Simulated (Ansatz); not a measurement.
Crystal: CaIrN2.

```
CELL_PARAMETERS angstrom
1.64885 0.95196 5.00940
-1.64885 0.95196 5.00940
0.00000 -1.90393 5.00940
ATOMIC_POSITIONS crystal
Ir 0.50000 0.50000 0.50000
Ca 0.00000 0.00000 0.00000
N 0.23088 0.23088 0.23088
N 0.76912 0.76912 0.76912
```

The cell comes from a database or a generator and needn't be the stable form of this composition.

- Program: Ansatz 0.2.0
- Task: relaxation of cell and atoms
- Functional: r2SCAN
- Potentials or basis: Ansatz PAW
- Cutoff: 500 eV (not typed: the program's choice for these potentials)
- k mesh: 9 × 9 × 9
- Occupations: fermi-dirac, width 0.05 eV
- Spin: no spin polarisation
- Hubbard terms: Ir d U = 6 eV

At the start: volume 11.79 Å³/atom.

Where does the relaxation end?

It ends after 6 steps and the volume is 11.57 Å³/atom (-1.9 %); space group R-3m (No. 166, to 0.05 Å).

Step by step:
| step | energy change (eV) | largest force (eV/Å) | volume (Å³) |
| --- | --- | --- | --- |
| 1 | 0.0000 | 0.4689 | 47.18 |
| 2 | -0.0226 | 0.1252 | 45.84 |
| 3 | -0.0261 | 0.0064 | 46.32 |
| 4 | -0.0262 | 0.0074 | 46.30 |
| 5 | -0.0262 | 0.0009 | 46.29 |
| 6 | -0.0258 | 0.0008 | 46.29 |

Final structure:
```xyz
4
Lattice="1.6359 0.9445 4.9931 -1.6359 0.9445 4.9931 0.0000 -1.8890 4.9931" Properties=species:S:1:pos:R:3 pbc="T T T"
Ir    0.0000    0.0000    7.4896
Ca    0.0000    0.0000    0.0000
N     0.0000    0.0000    3.4949
N     0.0000    0.0000   11.4843
```

Caveat: the plane-wave basis is chosen anew once the cell has moved, so the energies of steps on either side of that aren't comparable; U without spin polarisation on a metal has little footing; the PAW data sets come from PBE, with cores solved anew for the run's functional, which leaves a small shift of forces and pressure.
